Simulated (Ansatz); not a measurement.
BBr2, SMILES Br[B]Br, a relaxed scan of one distance

Program: Ansatz 0.2.0 through its Python package.

`relaxed_scan_bbr2.py`
```python
"""One bond of BBr2 held at set lengths while the rest relaxes."""

import ansatz as az
from ase import Atoms
import numpy as np

atoms = Atoms(["Br", "B", "Br"], positions=[
    [-1.1577, 1.1298, -0.5193],
    [-0.29, -0.5755, -0.2182],
    [1.4367, -0.6192, 0.7243],
])
molecule = az.Crystal.molecule_from_ase(atoms)

calc = molecule.calculation().basis(gaussian="def2-SVP").functional("hf").spin("collinear", total=1)
symbols = [site.symbol for site in molecule.cartesian_sites]
pairs = [(0, 1), (1, 2)]
print("held (A)   E (eV)        ", "  ".join(f"{symbols[i]}{i}-{symbols[j]}{j}" for i, j in pairs))
for length in [1.78, 1.94, 2.09, 2.32, 2.61]:
    data = calc.relax(constraints=[az.DistanceConstraint((0, 1), at=length)], force_tolerance=0.02, max_steps=60).run(threads=1).report
    xyz = np.array(data["positions_ang"])
    print(f"{length:6.2f} {data['free_energy_ev']:14.5f}  ", "  ".join(f"{np.linalg.norm(xyz[i] - xyz[j]):.3f}" for i, j in pairs))
```

```console
$ python relaxed_scan_bbr2.py
held (A)   E (eV)         Br0-B1  B1-Br2
DeckWarning: relax.constraints: the input's atoms, or those drawn, lie off the distances that are held; a relaxation that starts there is brought onto them ahead of its first SCF, by positions alone, an atom by 7.85e-2 Å at the most. With the symmetry [...]
  1.78  -140652.10185   1.780  1.906
  1.94  -140652.24092   1.940  1.890
  2.09  -140651.97738   2.090  1.878
  2.32  -140651.29393   2.320  1.862
  2.61  -140650.47160   2.610  1.858
```
(Warnings from the package without file and line, shortened, repeats left out.)

Total energies depend on the basis set; only differences at equal settings carry meaning. The energies are electronic: no zero-point or thermal terms, and the basis set is short of its limit. The run takes the species as open-shell (spin multiplicity 2), which needn't be its ground state. The expectation value of S² is noticeably off S(S+1) in at least one run, so that state is spin-contaminated. The whole script took 80 s on 1 thread of Arm Neoverse V1 (shared host), peak memory 0.35 GiB.
